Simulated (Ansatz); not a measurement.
**TiSn3O8: the band gap up the ladder of functionals**

One table from this session's results is given with a row withheld; the runs are named, their logs left out.

The runs shown are made with Ansatz 0.2.0. PAW datasets, plane waves. Simulation only: spin-unpolarised, and no claim that this is the phase found in nature.

### The system as given

The cell was relaxed beforehand with r2SCAN.

The symmetry is Cmmm (No. 65, orthorhombic); conventional cell a = 6.664 Å, b = 6.677 Å, c = 6.296 Å, 11.67 Å³ an atom. Near Sn stand 6 O at 2.05–2.07 Å; near Ti stand 6 O at 1.98 Å; near O stand 1 Ti at 1.98 Å and 2 Sn at 2.07–2.08 Å; near O stand 1 Ti at 1.98 Å and 2 Sn at 2.05 Å; near Sn stand 6 O at 2.04–2.08 Å.

Coordinates:

```cif
data_structure
_symmetry_space_group_name_H-M 'Cmmm'
_symmetry_Int_Tables_number 65
_cell_length_a 6.6638
_cell_length_b 6.6771
_cell_length_c 6.2959
_cell_angle_alpha 90.000
_cell_angle_beta 90.000
_cell_angle_gamma 90.000
_cell_volume 280.14
loop_
_atom_site_label
_atom_site_type_symbol
_atom_site_symmetry_multiplicity
_atom_site_Wyckoff_symbol
_atom_site_fract_x
_atom_site_fract_y
_atom_site_fract_z
_atom_site_occupancy
Sn1 Sn 4 l 0.00000 0.50000 0.24576 1
Ti1 Ti 2 a 0.00000 0.00000 0.00000 1
O1 O 8 n 0.00000 0.19078 0.23974 1
O2 O 4 g 0.20293 0.50000 0.00000 1
Sn2 Sn 2 d 0.00000 0.00000 0.50000 1
O3 O 4 h 0.19429 0.50000 0.50000 1
```

The first run:

Input file input.yaml:

```yaml
crystal:
  lattice:
    - [3.338530446, -3.331920597, 0.0]
    - [3.338530446, 3.331920597, 0.0]
    - [0.0, 0.0, 6.295911234]
  atoms:
    - { symbol: Sn, position: [0.5, 0.5, 0.2457598489] }
    - { symbol: Ti, position: [0.0, 0.0, 0.0] }
    - { symbol: O, position: [0.1907775358, 0.1907775358, 0.2397379949] }
    - { symbol: O, position: [0.8092224642, 0.8092224642, 0.2397379949] }
    - { symbol: O, position: [0.7029328808, 0.2970671192, 0.0] }
    - { symbol: O, position: [0.2970671192, 0.7029328808, 0.0] }
    - { symbol: Sn, position: [0.5, 0.5, 0.7542401511] }
    - { symbol: Sn, position: [0.0, 0.0, 0.5] }
    - { symbol: O, position: [0.1907775358, 0.1907775358, 0.7602620051] }
    - { symbol: O, position: [0.8092224642, 0.8092224642, 0.7602620051] }
    - { symbol: O, position: [0.6942931342, 0.3057068658, 0.5] }
    - { symbol: O, position: [0.3057068658, 0.6942931342, 0.5] }
kpoints:
  mp_grid: { grid: [6, 6, 4] }
  band_path:
    path:
      - [[0.0, 0.0, 0.0], [0.5, 0.5, 0.0], [0.5009889539323, 0.4990110460677, 0.0]]
      - [[0.4990110460677, -0.4990110460677, 0.0], [0.0, 0.0, 0.0], [0.0, 0.0, 0.5], [0.4990110460677, -0.4990110460677, 0.5]]
      - [[0.5009889539323, 0.4990110460677, 0.5], [0.5, 0.5, 0.5], [0.5, 0.5, 0.0]]
      - [[0.0, 0.0, 0.0], [0.5, -1.248496260538e-17, 0.0], [0.5, -1.248496260538e-17, 0.5], [0.0, 0.0, 0.5], [0.5, 0.5, 0.5]]
    npoints: 10
hamiltonian:
  xc: pbe
scf:
  occupations: { method: fermi_dirac, width: 0.02 }
  n_extra_bands: 7
output:
  forces: true
  stress: true
  eigenvalues: true
```

Among the steps run: PBE band path; r2SCAN; HSE06; PBE+SOC at the same geometry; PBE0.

One of the session's tables, all rows but one given; the rest of the session is left out.

```
  level  gap (eV)
    PBE      1.91
 r2SCAN      2.40
  HSE06      3.71
PBE+SOC      1.91
   PBE0         ?
```

Estimate the missing values for PBE0.

**Answer.** gap (eV): 4.48. In the column «gap (eV)» it is the highest.

Meshes: PBE 6×6×4, r2SCAN 6×6×4, HSE06 4×4×2, PBE+SOC 6×6×4, PBE0 4×4×2

The gap runs from 1.91 eV (PBE) to 4.48 eV (PBE0). Against HSE06, PBE is short by 1.80 eV, at 51 % of it, and r2SCAN 65 %. PBE0 lies 0.76 eV above HSE06, which differs from it by screening the long-range exchange.

To keep in mind: Warnings in the runs' records: stress scf threshold loose, stress exchange threshold loose.
